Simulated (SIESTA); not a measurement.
# Nb3In: equation of state with PBEsol

Nb3In:

```
CELL_PARAMETERS angstrom
1.73763 -2.32510 0.00000
1.73763 2.32510 0.00000
0.00000 0.00000 9.45286
ATOMIC_POSITIONS crystal
In 0.00000 0.00000 0.00000
Nb 0.50000 0.50000 0.25668
Nb 0.00000 0.00000 0.50000
Nb 0.50000 0.50000 0.74332
```

The cell comes from a database or a generator and needn't be the stable form of this composition.

- Program: SIESTA 5.4.2
- Task: equation of state
- Functional: PBEsol
- Potentials or basis: PseudoDojo 0.4 standard (PBEsol files)
- Basis: DZP (energy shift 0.003 Ry; two zetas on semicore shells)
- Grid cutoff: 800 Ry
- Energy shift: 0.003 Ry
- k mesh: 10 × 10 × 3
- Occupations: fermi-dirac, width 0.05 eV
- Spin: no spin polarisation

```json
{
 "Equilibrium volume": "18.56 Å³/atom",
 "Bulk modulus at fixed shape and positions": "164 GPa",
 "Pressure derivative of the bulk modulus": "4.1"
}
```

Energy against volume, from the lowest point:
```tsv
volume (Å³/atom)	energy (meV/atom)
17.950	10.41
18.332	0.91
18.714	0.00
19.096	6.80
19.477	20.56
19.859	40.61
20.241	66.25
```

All runs of the series together: 18 min on 1 thread of AMD EPYC 9R45 96-Core Processor (Zen 5), on a shared host.

Caveat: the cell was scaled at fixed shape and fractional positions, which overstates the stiffness of a crystal with free parameters, most of all of layers and chains; the basis of atomic orbitals isn't converged, which shifts pressures, moduli and gaps.
